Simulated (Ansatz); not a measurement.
# Ni (Nickel): the cost of one run

Computed with Ansatz 0.2.0 (DFT PBE, scalar-relativistic, plane waves, PAW, unless a step's input says otherwise).

### 1 Starting point

It takes space group Fm-3m (No. 225, cubic). Conventional cell: a = 3.519 Å, b = 3.519 Å, c = 3.519 Å, α = 90.00°, β = 90.00°, γ = 90.00°. Around Ni (site symmetry m-3m) lie 12 Ni at 2.49 Å.

Structure file:

```xyz
1
Lattice="0.0000 1.7593 1.7593 1.7593 0.0000 1.7593 1.7593 1.7593 0.0000" Properties=species:S:1:pos:R:3 pbc="T T T"
Ni    0.0000    0.0000    0.0000
```

This cell comes from an earlier session at PBE: 10.891 Å³/atom at 0.00 GPa, on a 22×22×22 mesh.

Volume factors to run: 0.980, 1.020, 0.960, 1.040.

### 2 Volume × 0.980

input.yaml

```yaml
crystal:
  lattice:
    - [0.0, 1.7475018169, 1.7475018169]
    - [1.7475018169, 0.0, 1.7475018169]
    - [1.7475018169, 1.7475018169, 0.0]
  atoms:
    - { symbol: Ni, position: [0.0, 0.0, 0.0], spin: 0.76 }
basis:
  ecutwfc: 420
  ecutrho_ratio: 4
kpoints:
  mp_grid: { grid: [22, 22, 22] }
hamiltonian:
  xc: pbe
scf:
  occupations: { method: gaussian, width: 0.05 }
output:
  forces: true
  stress: true
  eigenvalues: true
  populations: true
magnetization:
  spin_polarized: true
```

The run is started by

```
ansatz run input.yaml --threads 1 --pin off --max-ram 2560MiB --backend cpu --events-out ev --progress --plain --runs-dir out
```

Q: Estimate wall time and peak memory on 1 thread of Intel Xeon 6975P-C (Granite Rapids), shared host.

About 5.6 s, with a peak of 0.4 GiB.
